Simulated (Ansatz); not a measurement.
Ho(OH)3 in a box, plane waves

Ansatz 0.2.0, DFT PBE, scalar-relativistic, plane waves, PAW, molecule in a box. The geometry was relaxed with Gaussian bases (TPSS; Ho lcecp-1-SVP with ECP56, O def2-SVP, H def2-SVP).

```yaml
crystal:
  lattice:
    - [13.51, 0.0, 0.0]
    - [0.0, 14.21, 0.0]
    - [0.0, 0.0, 9.05]
  atoms:
    - { symbol: Ho, position: [0.44444708, 0.500057, 0.49723757], spin: 4.0 }
    - { symbol: O, position: [0.59576906, 0.50005771, 0.50014807] }
    - { symbol: H, position: [0.66716506, 0.50005841, 0.50271492] }
    - { symbol: O, position: [0.3687846, 0.62465025, 0.50014807] }
    - { symbol: H, position: [0.3330866, 0.68343561, 0.50271492] }
    - { symbol: O, position: [0.36878608, 0.37546376, 0.50014807] }
    - { symbol: H, position: [0.33308808, 0.3166784, 0.50271492] }
basis:
  ecutwfc: 420
  ecutrho_ratio: 4
kpoints:
  mp_grid: { grid: [1, 1, 1] }
hamiltonian:
  xc: pbe
scf:
  occupations: { method: gaussian, width: 0.01 }
output:
  forces: true
  eigenvalues: true
  populations: true
  hubbard: { sites: [{ species: Ho, l: f }] }
magnetization:
  spin_polarized: true
```

Command:
```sh
ansatz run input.yaml --threads 2 --pin off --max-ram 5120MiB --backend cpu --events-out ev --progress --plain --runs-dir out
```
It took 2.2 min on 2 threads of Arm Neoverse V1 (shared host), peak memory 1.2 GiB.

**Question.** How does the SCF go?

**Answer.** 
```
SCF iter   1: F=—  HF=-13078.878698 eV  |F-HF|=—  |Δ(HF+E_count)|=         —  Δρ=2.15e-2 (↑1.89e-2 ↓2.15e-2)
Mixer restart at iter 1: flushing history
preconditioner: auto → Resta (q_TF=auto, 1.467 Å⁻¹)  ε∞=1.2  [insulator: Δε(μ)=0.217 eV  Ē_g=9.862 eV  σ=0.010 eV  W_gap=0.64  n_s
spin=Collinear: Resta preconditioning applied to the charge; magnetization (m = ρ↑ − ρ↓) channel mixes plain (no charge-response k
SCF iter   2: F=—  HF=-13071.623717 eV  |F-HF|=—  |Δ(HF+E_count)|=    7.25e0  Δρ=6.39e-3 (↑6.39e-3 ↓6.24e-3)
...
SCF iter  28: F=—  HF=-13071.547687 eV  |F-HF|=—  |Δ(HF+E_count)|=   3.97e-5  Δρ=7.69e-6 (↑5.55e-6 ↓7.69e-6)
SCF iter  29: F=—  HF=-13071.547695 eV  |F-HF|=—  |Δ(HF+E_count)|=   7.50e-6  Δρ=4.30e-6 (↑4.30e-6 ↓3.37e-6)
SCF iter  30: F=—  HF=-13071.547695 eV  |F-HF|=—  |Δ(HF+E_count)|=   2.79e-8  Δρ=1.44e-6 (↑6.17e-7 ↓1.44e-6)
SCF iter  31: F=-13071.547695 eV  HF=-13071.547695 eV  |F-HF|=6.74e-9  |Δ(HF+E_count)|=   3.69e-8  Δρ=2.97e-7 (↑2.97e-7 ↓2.54e-7)
SCF iter  32: F=-13071.547695 eV  HF=-13071.547695 eV  |F-HF|=6.76e-9  |Δ(HF+E_count)|=  3.64e-12  Δρ=2.98e-7 (↑2.98e-7 ↓2.55e-7)
```

**Question.** Which levels lie next to the highest filled one (eV, counted from it)?

**Answer.** Filled: -1.31, -1.28, -1.28, -1.21, -1.11, -1.08, -0.80, -0.14, -0.14, 0.00. Empty: 1.10, 1.16, 1.16, 1.30, 3.21, 3.38, 4.93, 4.99.

**Question.** How is the f shell of Ho1 filled?

**Answer.** Natural occupations, full = 1; up: 1.00, 1.00, 1.00, 1.00, 1.00, 1.00, 1.00; down: 0.03, 0.03, 0.05, 0.13, 1.00, 1.00, 1.00; in all 10.19 e.

**Question.** What forces are left at this geometry, relaxed with Gaussian bases (eV/Å)?

**Answer.** 
```
Ho   0.01  0.00  0.20
O    0.00  0.00 -0.12
H   -0.11  0.00  0.06
O   -0.01  0.01 -0.12
H    0.05 -0.09  0.06
O   -0.01 -0.01 -0.12
H    0.05  0.09  0.06
```

The open shells may stand above their lowest state.

The highest of the empty levels listed lie near the vacuum level and may be states of the box.

The forces come from the other functional as well as from the basis.

No frequency check is given that shows the relaxed geometry to be a minimum. An lcecp potential fixes the number of 4f electrons, so in runs with it no electron can move into or out of that shell.
